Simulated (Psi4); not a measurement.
# triplet GeF2: levels of theory compared

Aim: a comparison of 5 runs (U-wB97M-V/def2-TZVPP, U-wB97X/def2-TZVPP, UB2PLYP/def2-TZVPP, UCAM-B3LYP/def2-TZVPP, UM06-2X/def2-TZVPP) of triplet GeF2. 

The results are computed with Psi4 1.11.

## (1) Starting point

The species is GeF2 (3 atoms), meant as a triplet with charge 0. As SMILES of the parent species, `[F][Ge][F]`. The coordinates come from a PBE0-D4/def2-TZVP relaxation. That shape belongs to the parent species and isn't relaxed for this state.

Bond lengths: F1–Ge2 1.745 Å, Ge2–F3 1.745 Å. Angles: F1–Ge2–F3 97.2°.

## (2) The energy at U-wB97M-V/def2-TZVPP (run 1)

File f2ge.xyz:

```xyz
3
F2Ge
F     -0.675900    -1.101800    -0.497500
Ge     0.637500    -0.295200     0.320200
F      0.027600     1.332100     0.164100
```

File run.py:

```python
import psi4

psi4.set_memory(1600000000)
psi4.set_num_threads(1)
psi4.core.set_output_file('psi4.out', False)

with open('f2ge.xyz') as f:
    atoms = ''.join(f.readlines()[2:])
m = psi4.geometry('0 3\n' + atoms + 'symmetry c1\nno_reorient\nno_com')

psi4.set_options({
    'basis': 'def2-TZVPP',
    'reference': 'uks',
    'puream': True,
    'e_convergence': 1e-09,
    'd_convergence': 1e-08,
    'scf_type': 'pk',
    'dft_radial_points': 99,
    'dft_spherical_points': 590,
    'maxiter': 200,
})

result = psi4.energy("wb97m-v", molecule=m)
print('E =', round(result, 9))
for k, v in sorted(psi4.core.scalar_variables().items()):
    print(f'{k:45s} {v:18.10f}')
```

The run is started by

```console
$ python run.py
```

psi4.out:

```text
[...]
  Running in c1 symmetry.
[...]
  Nuclear repulsion =  191.062717603408316
[...]
  Multiplicity = 3
[...]
  Nalpha       = 26
  Nbeta        = 24
[...]
    Number of basis functions: 110
[...]
   @UKS iter   1: -2275.30316113152321   -2.64196e+00   2.62004e-02 ADIIS/DIIS
[...]
   @UKS iter  13: -2276.56582284540309   -7.73070e-12   8.39505e-09 DIIS
[...]
   @S^2 Observed:                2.003578597E+00
[...]
    Orbital Energies [Eh]
    ---------------------
    Alpha Occupied:
       1A   -399.413233     2A    -50.136521     3A    -44.541753
       4A    -44.541308     5A    -44.540584     6A    -24.907988
       7A    -24.907978     8A     -6.473476     9A     -4.609249
      10A     -4.607727    11A     -4.606749    12A     -1.423348
      13A     -1.409756    14A     -1.402871    15A     -1.401523
      16A     -1.400214    17A     -1.315843    18A     -1.288858
      19A     -0.700623    20A     -0.596049    21A     -0.568221
      22A     -0.565733    23A     -0.541741    24A     -0.524409
      25A     -0.470451    26A     -0.270822
    Alpha Virtual:
[...]
  @UKS Final Energy: -2276.56582284540309
   => Energetics <=
    Nuclear Repulsion Energy =            191.0627176034083163
    One-Electron Energy =               -3553.3645288128082029
    Two-Electron Energy =                1164.0211240229225496
    DFT Exchange-Correlation Energy =     -78.4952544384718323
    Empirical Dispersion Energy =           0.0000000000000000
    VV10 Nonlocal Energy =                  0.2101187795461547
    Total Energy =                      -2276.5658228454035452
[...]
 Multipole Moments:
 ------------------------------------------------------------------------------------
     Multipole            Electronic (a.u.)      Nuclear  (a.u.)        Total (a.u.)
 ------------------------------------------------------------------------------------
 L = 1.  Multiply by 2.5417464519 to convert [e a0] to [Debye]
 Dipole X            :        -26.6468798           27.5244279            0.8775482
 Dipole Y            :         13.5597509          -13.9342735           -0.3745227
 Dipole Z            :        -13.2482665           13.6925776            0.4443111
 Magnitude           :                                                    1.0525067
[...]
```

On the terminal:

```text
E = -2276.565822845
CURRENT ENERGY                                  -2276.5658228454
CURRENT REFERENCE ENERGY                        -2276.5658228454
DD SOLVATION ENERGY                                 0.0000000000
DFT FUNCTIONAL TOTAL ENERGY                     -2276.5658228454
DFT TOTAL ENERGY                                -2276.5658228454
DFT VV10 ENERGY                                     0.2101187795
DFT XC ENERGY                                     -78.4952544385
GRID ELECTRONS ALPHA                               26.0000003815
GRID ELECTRONS BETA                                24.0000003505
GRID ELECTRONS TOTAL                               50.0000007320
NUCLEAR REPULSION ENERGY                          191.0627176034
ONE-ELECTRON ENERGY                             -3553.3645288128
PCM POLARIZATION ENERGY                             0.0000000000
PE ENERGY                                           0.0000000000
SCF ITERATION ENERGY                            -2276.5658228454
SCF ITERATIONS                                     13.0000000000
SCF TOTAL ENERGY                                -2276.5658228454
TWO-ELECTRON ENERGY                              1164.0211240229
XC GRID RADIAL POINTS                              99.0000000000
XC GRID SPHERICAL POINTS                          590.0000000000
XC GRID TOTAL POINTS                           167328.0000000000
```

Run time: 34 s. Hardware: 1 thread of Intel Xeon 6975P-C (Granite Rapids), shared host; peak memory 0.69 GiB.

## (3) A single-point energy at U-wB97X/def2-TZVPP (run 2)

File input.dat:

```
memory 1600 mb

molecule system {
  0 3
  F     -0.675900    -1.101800    -0.497500
  Ge     0.637500    -0.295200     0.320200
  F      0.027600     1.332100     0.164100
  units angstrom
  symmetry c1
}

set {
  basis def2-TZVPP
  reference uks
  puream true
  e_convergence 1e-09
  d_convergence 1e-08
  scf_type pk
  dft_radial_points 99
  dft_spherical_points 590
  maxiter 200
}

energy_value = energy("wb97x")
```

The run is started by

```console
$ psi4 -i input.dat -o output.dat -n 1
```

output.dat:

```text
[...]
  Running in c1 symmetry.
[...]
  Nuclear repulsion =  191.062717603408373
[...]
  Multiplicity = 3
[...]
  Nalpha       = 26
  Nbeta        = 24
[...]
    Number of basis functions: 110
[...]
   @UKS iter   1: -2275.43471238064467   -2.60078e+00   2.64714e-02 DIIS/ADIIS
[...]
   @UKS iter  14: -2276.71410366374721   -6.82121e-12   5.47686e-09 DIIS
[...]
   @S^2 Observed:                2.005017968E+00
[...]
    Orbital Energies [Eh]
    ---------------------
    Alpha Occupied:
       1A   -398.624930     2A    -49.873135     3A    -44.395523
       4A    -44.395173     5A    -44.394900     6A    -24.749407
       7A    -24.749396     8A     -6.390244     9A     -4.566377
      10A     -4.564947    11A     -4.562475    12A     -1.416978
      13A     -1.401293    14A     -1.395651    15A     -1.392516
      16A     -1.391761    17A     -1.311312    18A     -1.283780
      19A     -0.704426    20A     -0.603582    21A     -0.572902
      22A     -0.570656    23A     -0.546695    24A     -0.529654
      25A     -0.474209    26A     -0.277463
    Alpha Virtual:
[...]
  @UKS Final Energy: -2276.71410366374721
   => Energetics <=
    Nuclear Repulsion Energy =            191.0627176034083732
    One-Electron Energy =               -3553.3854998003380388
    Two-Electron Energy =                1163.3476941475482818
    DFT Exchange-Correlation Energy =     -77.7390156143661528
    Empirical Dispersion Energy =           0.0000000000000000
    VV10 Nonlocal Energy =                  0.0000000000000000
    Total Energy =                      -2276.7141036637472098
[...]
 Multipole Moments:
 ------------------------------------------------------------------------------------
     Multipole            Electronic (a.u.)      Nuclear  (a.u.)        Total (a.u.)
 ------------------------------------------------------------------------------------
 L = 1.  Multiply by 2.5417464519 to convert [e a0] to [Debye]
 Dipole X            :          3.0207494           -2.0857990            0.9349504
 Dipole Y            :         -1.1563312            0.7983941           -0.3579371
 Dipole Z            :          0.0000000            0.0000000            0.0000000
 Magnitude           :                                                    1.0011250
[...]
```

It took 16 s on 1 thread of Intel Xeon 6975P-C (Granite Rapids), shared host; peak memory 0.69 GiB.

Run 3 isn't shown in full; the table further down has it.

## (4) Energy and gradient at UCAM-B3LYP/def2-TZVPP (run 4)

File job.inp:

```
memory 1600 MB

molecule m {
  0 3
  F     -0.675900    -1.101800    -0.497500
  Ge     0.637500    -0.295200     0.320200
  F      0.027600     1.332100     0.164100
  units angstrom
  symmetry c1
}

set globals {
  reference            uks
  puream               true
  e_convergence        1e-09
  d_convergence        1e-08
  scf_type             pk
  dft_radial_points    99
  dft_spherical_points 590
  maxiter              200
}

energy_value, wavefunction = gradient("cam-b3lyp/def2-TZVPP", return_wfn=True)
oeprop(wavefunction, "LOWDIN_CHARGES", "MULLIKEN_CHARGES", "MAYER_INDICES", title="CAM-B3LYP")
```

The run is started by

```console
$ psi4 job.inp job.out -n 1
```

job.out:

```text
[...]
  Running in c1 symmetry.
[...]
  Nuclear repulsion =  191.062717603408373
[...]
  Multiplicity = 3
[...]
  Nalpha       = 26
  Nbeta        = 24
[...]
    Number of basis functions: 110
[...]
   @UKS iter   1: -2275.50330397537709   -2.46721e+00   2.66126e-02 ADIIS/DIIS
[...]
   @UKS iter  13: -2276.80383689399696   -3.18323e-12   5.54059e-09 DIIS
[...]
   @S^2 Observed:                2.003905807E+00
[...]
  @UKS Final Energy: -2276.80383689399696
   => Energetics <=
    Nuclear Repulsion Energy =            191.0627176034083732
    One-Electron Energy =               -3553.2720703359000254
    Two-Electron Energy =                1162.8475450288703996
    DFT Exchange-Correlation Energy =     -77.4420291903755640
    Empirical Dispersion Energy =           0.0000000000000000
    VV10 Nonlocal Energy =                  0.0000000000000000
    Total Energy =                      -2276.8038368939965039
[...]
 Multipole Moments:
 ------------------------------------------------------------------------------------
     Multipole            Electronic (a.u.)      Nuclear  (a.u.)        Total (a.u.)
 ------------------------------------------------------------------------------------
 L = 1.  Multiply by 2.5417464519 to convert [e a0] to [Debye]
 Dipole X            :          3.0767135           -2.0857990            0.9909145
 Dipole Y            :         -1.1777522            0.7983941           -0.3793581
 Dipole Z            :          0.0000000            0.0000000            0.0000000
 Magnitude           :                                                    1.0610486
[...]
  -Total Gradient:
     Atom            X                  Y                   Z
    ------   -----------------  -----------------  -----------------
       1       -0.006756523459     0.010103716054     0.000000000000
       2        0.018455282013    -0.007085094534     0.000000000000
       3       -0.011784874731    -0.002985543330    -0.000000000000
[...]
  Mulliken Charges: (a.u.)
   Center  Symbol    Alpha    Beta     Spin     Total
       1     F     4.73708  4.57330  0.16378 -0.31038
       2    GE    16.52581 14.85340  1.67241  0.62079
       3     F     4.73710  4.57330  0.16380 -0.31041
   Total alpha = 26.00000, Total beta = 24.00000, Total charge = -0.00000
  Lowdin Charges: (a.u.)
   Center  Symbol    Alpha    Beta     Spin     Total
       1     F     4.65402  4.47203  0.18198 -0.12605
       2    GE    16.69194 15.05593  1.63602  0.25213
       3     F     4.65404  4.47204  0.18200 -0.12608
[...]
```

Wall time 30 s (1 thread of Intel Xeon 6975P-C (Granite Rapids), shared host); peak memory 0.68 GiB.

## (5) Energy and gradient at UM06-2X/def2-TZVPP (run 5)

File input.json:

```json
{
 "schema_name": "qcschema_input",
 "schema_version": 1,
 "molecule": {
  "schema_name": "qcschema_molecule",
  "schema_version": 2,
  "symbols": ["F", "Ge", "F"],
  "geometry": [-1.27726589, -2.08210024, -0.94013875, 1.2047004, -0.55784715, 0.60509031, 0.05215644, 2.51730417, 0.31010406],
  "molecular_charge": 0,
  "molecular_multiplicity": 3,
  "fix_symmetry": "c1"
 },
 "driver": "gradient",
 "model": {
  "method": "m06-2x",
  "basis": "def2-TZVPP"
 },
 "keywords": {
  "reference": "uks",
  "puream": true,
  "e_convergence": 1e-09,
  "d_convergence": 1e-08,
  "scf_type": "pk",
  "dft_radial_points": 99,
  "dft_spherical_points": 590,
  "maxiter": 200
 }
}
```

The run is started by

```console
$ psi4 --qcschema input.json -n 1 --memory 1600MB
```

stdout:

```text
[...]
  Running in c1 symmetry.
[...]
  Nuclear repulsion =  191.062717756746224
[...]
  Multiplicity = 3
[...]
  Nalpha       = 26
  Nbeta        = 24
[...]
    Number of basis functions: 110
[...]
   @UKS iter   1: -2275.47292527028503   -2.82279e+00   2.58367e-02 ADIIS/DIIS
[...]
   @UKS iter  13: -2276.67365507281283   -1.40972e-11   9.20591e-09 DIIS
[...]
   @S^2 Observed:                2.005017407E+00
[...]
    Orbital Energies [Eh]
    ---------------------
    Alpha Occupied:
       1A   -401.104373     2A    -50.610444     3A    -45.135317
       4A    -45.134222     5A    -45.133259     6A    -25.248286
       7A    -25.248275     8A     -6.579390     9A     -4.742115
      10A     -4.742104    11A     -4.740129    12A     -1.492985
      13A     -1.481892    14A     -1.478399    15A     -1.476865
      16A     -1.475604    17A     -1.330291    18A     -1.305945
      19A     -0.668989    20A     -0.576928    21A     -0.552327
      22A     -0.552023    23A     -0.530435    24A     -0.510472
      25A     -0.440381    26A     -0.239316
    Alpha Virtual:
[...]
  @UKS Final Energy: -2276.67365507281283
   => Energetics <=
    Nuclear Repulsion Energy =            191.0627177567462240
    One-Electron Energy =               -3553.7437894442959987
    Two-Electron Energy =                1133.3036171869930513
    DFT Exchange-Correlation Energy =     -47.2962005722559695
    Empirical Dispersion Energy =           0.0000000000000000
    VV10 Nonlocal Energy =                  0.0000000000000000
    Total Energy =                      -2276.6736550728128350
[...]
 Multipole Moments:
 ------------------------------------------------------------------------------------
     Multipole            Electronic (a.u.)      Nuclear  (a.u.)        Total (a.u.)
 ------------------------------------------------------------------------------------
 L = 1.  Multiply by 2.5417464519 to convert [e a0] to [Debye]
 Dipole X            :          3.1448389           -2.0857990            1.0590399
 Dipole Y            :         -1.2038329            0.7983941           -0.4054387
 Dipole Z            :          0.0000000           -0.0000000            0.0000000
 Magnitude           :                                                    1.1339956
[...]
  -Total Gradient:
     Atom            X                  Y                   Z
    ------   -----------------  -----------------  -----------------
       1       -0.009180085670     0.008816465810     0.000000000000
       2        0.021722172862    -0.008336752399     0.000000000001
       3       -0.012730065792    -0.000407687624    -0.000000000000
[...]
```

The result, in JSON:

```text
{
 "driver": "gradient",
 "model": {
  "method": "m06-2x",
  "basis": "def2-TZVPP"
 },
 "success": true,
 "return_result": [-0.00918008566973165, 0.008816465809655435, 6.329884893368504e-14, 0.02172217286179573, -0.008336752399274734, 8.576339639267871e-13, -0.012730065791673267, -0.000407687623849462, -1.8283476318051313e-14],
 "properties": {
  "calcinfo_nbasis": 110,
  "calcinfo_nmo": 110,
  "calcinfo_nalpha": 26,
  "calcinfo_nbeta": 24,
  "calcinfo_natom": 3,
  "nuclear_repulsion_energy": 191.06271775674622,
  "return_energy": -2276.673655072813,
  "return_gradient": [-0.00918008566973165, 0.008816465809655435, 6.329884893368504e-14, 0.02172217286179573, -0.008336752399274734, 8.576339639267871e-13, -0.012730065791673267, -0.000407687623849462, -1.8283476318051313e-14],
  "scf_one_electron_energy": -3553.743789444296,
  "scf_two_electron_energy": 1133.303617186993,
  "scf_xc_energy": -47.29620057225597,
  "scf_dipole_moment": [1.0590398753213512, -0.40543874080123987, 3.838931734957623e-14],
  "scf_total_energy": -2276.673655072813,
  "scf_total_gradient": [-0.00918008566973165, 0.008816465809655435, 6.329884893368504e-14, 0.02172217286179573, -0.008336752399274734, 8.576339639267871e-13, -0.012730065791673267, -0.000407687623849462, -1.8283476318051313e-14],
  "scf_iterations": 13
 }
}
```

Run time: 26 s. Hardware: 1 thread of Intel Xeon 6975P-C (Granite Rapids), shared host; peak memory 0.56 GiB.

## (6) All runs side by side

```csv
run,level,frozen core orbitals,fitting correlation,energy (Eh),dipole moment (D),HOMO energy (eV),LUMO energy (eV),wall time
1,U-wB97M-V/def2-TZVPP,0,–,-2276.565823,2.68,-7.37,-4.37,34 s
2,U-wB97X/def2-TZVPP,0,–,-2276.714104,2.54,-7.55,-5.03,16 s
3,UB2PLYP/def2-TZVPP (density fitting for correlation),11,density fitting,-2276.257418,–,-6.56,-5.02,12 s
4,UCAM-B3LYP/def2-TZVPP,0,–,-2276.803837,2.70,-6.69,-5.51,30 s
5,UM06-2X/def2-TZVPP,0,–,-2276.673655,2.88,-6.51,-6.48,26 s
```

## (7) Outcome

| quantity | value |
| --- | --- |
| run 5: total energy | -2276.67366 Eh |
| run 5: dipole moment | 2.88 D |
| run 5: HOMO energy (highest over α and β) | -6.51 eV |
| run 5: LUMO energy (lowest over α and β) | -6.48 eV |
| run 5: ⟨S²⟩ | 2.005 |
| run 5: largest force on an atom | 1.196 eV/Å |

What this shows: Over runs 1, 2, 4, 5 the dipole moment (its size) runs from 2.54 D (U-wB97X/def2-TZVPP) to 2.88 D (UM06-2X/def2-TZVPP). Totals of different functionals can't be ranked against each other. All runs together took 2 min, the longest 34 s.
